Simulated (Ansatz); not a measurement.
# C₂H₈AlFSi: basis-set convergence

Aim: see how fast density functionals converge with the basis set for C₂H₈AlFSi.

The runs use Ansatz 0.2.0, Gaussian basis; one geometry, several basis sets.

Levels to be run: PBE0-D4/def2-SVP; ωB97M-V/def2-SVP; PBE0-D4/def2-QZVPP; ωB97M-V/def2-QZVPP; the functionals' def2-TZVPP values are taken from earlier runs.

### 1 The relaxed structure

All runs share one geometry, relaxed beforehand with PBE0-D4 in a triple-zeta def2 set.

13 atoms, charge 0, spin multiplicity 1.

Atoms are counted from 1 here; the program's logs count them from 0.

Bond lengths: C1–C2 1.532 Å, C1–H6 1.093 Å, C1–H7 1.093 Å, C1–H8 1.094 Å, C2–Al3 2.028 Å, C2–Si4 1.823 Å, C2–H9 1.095 Å, Al3–H10 1.587 Å, Al3–H11 1.587 Å, Si4–F5 1.699 Å, Si4–H12 1.481 Å, Si4–H13 1.482 Å. Angles: C2–C1–H6 111.6°, C2–C1–H7 111.3°, C2–C1–H8 112.8°, H6–C1–H7 106.6°, H6–C1–H8 107.3°, H7–C1–H8 107.0°, C1–C2–Al3 115.7°, C1–C2–Si4 118.1°, C1–C2–H9 111.8°, Al3–C2–Si4 90.1°, Al3–C2–H9 108.9°, Si4–C2–H9 110.4°, C2–Al3–H10 118.4°, C2–Al3–H11 116.2°, H10–Al3–H11 122.4°, C2–Si4–F5 97.1°, C2–Si4–H12 119.5°, C2–Si4–H13 118.0° and more.

Coordinates:

```xyz
13
C2H8AlFSi
C    -1.6266    0.4608   -0.1499
C    -0.3394   -0.3264   -0.4157
Al    0.5811   -1.0862    1.2235
Si    1.1682    0.6101   -0.8327
F     2.0981    0.1148    0.4997
H    -1.4622    1.2721    0.5643
H    -2.4021   -0.1793    0.2788
H    -2.0452    0.9060   -1.0572
H    -0.4990   -1.1333   -1.1381
H     1.2205   -2.5353    1.1258
H     0.2069   -0.4135    2.6119
H     1.9929    0.1893   -1.9890
H     1.1270    2.0861   -0.7064
```

### 2 PBE0-D4 in def2-SVP

File in.yaml:

```yaml
crystal:
  periodic: [false, false, false]
  atoms:
    - {symbol: C, position_ang: [-1.626604, 0.460783, -0.149922]}
    - {symbol: C, position_ang: [-0.339401, -0.326362, -0.415726]}
    - {symbol: Al, position_ang: [0.581076, -1.086161, 1.223503]}
    - {symbol: Si, position_ang: [1.168227, 0.610118, -0.832722]}
    - {symbol: F, position_ang: [2.098076, 0.114761, 0.499712]}
    - {symbol: H, position_ang: [-1.462200, 1.272085, 0.564263]}
    - {symbol: H, position_ang: [-2.402136, -0.179325, 0.278753]}
    - {symbol: H, position_ang: [-2.045228, 0.906035, -1.057194]}
    - {symbol: H, position_ang: [-0.499013, -1.133288, -1.138129]}
    - {symbol: H, position_ang: [1.220517, -2.535343, 1.125764]}
    - {symbol: H, position_ang: [0.206914, -0.413505, 2.611865]}
    - {symbol: H, position_ang: [1.992883, 0.189321, -1.988978]}
    - {symbol: H, position_ang: [1.126988, 2.086081, -0.706387]}
basis:
  gaussian: {orbitals: def2-SVP}
hamiltonian: {xc: pbe0, dispersion: d4}
output: {orbitals: {seedname: orbitals}}
```

Further steps of the session: ωB97M-V in def2-SVP; PBE0-D4 in def2-QZVPP; ωB97M-V in def2-QZVPP.

Before running them: what should the planned runs give, taken together? Wanted: PBE0-D4: double and triple zeta above quadruple; ωB97M-V: double and triple zeta above quadruple.

The runs gave:

```
                                       quantity           value
PBE0-D4: double and triple zeta above quadruple  11.61, 0.76 eV
ωB97M-V: double and triple zeta above quadruple  11.79, 0.72 eV
```

PBE0-D4 gains 10.84 eV from double to triple zeta, then 0.76 eV more. Total energies overstate the basis error of differences, where much of it tends to cancel. The LUMO of ωB97M-V is positive and keeps falling with the basis (1.09 to 0.46 eV): an unbound level that the basis holds in place.
